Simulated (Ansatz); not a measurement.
**ZrO+ (doublet): from Hartree-Fock to the top rungs, def2-QZVPP**

An exercise on one series of results from a longer session: the logs are not shown, and one member is left open.

Method: def2-QZVPP, core rule «outside noble gas», up to 5 orbitals frozen; program: Ansatz 0.2.0, Gaussian basis.

Plan: UHF; ROHF; CCSD(T) on UHF.

2 further runs of the same task are left out: 2 set aside as unsound or not needed.

**The system**

The geometry is a PBE0/def2-TZVP stationary point (not a proven minimum) of the parent state, kept for this charge and spin. No spin-orbit coupling is included. Elements past krypton take def2 core potentials.

2 atoms, charge 1, spin multiplicity 2.

Atoms are counted from 1 here; the program's logs count them from 0.

Bond lengths: Zr1–O2 1.704 Å.

Set-up of the first run:

Contents of in.yaml:

```yaml
crystal:
  periodic: [false, false, false]
  atoms:
    - {symbol: Zr, position_ang: [0.000000, 0.000000, 0.000000]}
    - {symbol: O, position_ang: [0.000000, 0.000000, 1.703661]}
basis:
  gaussian: {orbitals: "def2-QZVPP.json"}
total_charge: 1
magnetization: {spin_polarized: true, initial_magnetization: 1}
hamiltonian: {xc: hf}
output: {orbitals: {seedname: orbitals}}
```

Started as:

```sh
$ ansatz run in.yaml --threads 1 --pin off --events-out ev --progress --plain --max-ram 4096MiB --backend cpu
```

Among the steps run: UHF; ROHF; CCSD(T) on UHF.

One of the session's tables, all rows but one given; the rest of the session is left out.

| method | from UCCSD(T) (kJ/mol) |
| --- | --- |
| ROHF | +928.3 |
| UHF | ? |
| UMP2 | -9.9 |
| UCCSD | +58.5 |
| UCCSD(T) | 0 |

Q: Estimate the row for UHF from the others.

The run gave: from UCCSD(T) (kJ/mol): +918.7. In the column «from UCCSD(T) (kJ/mol)» it lies between UCCSD (+58.5) and ROHF (+928.3).
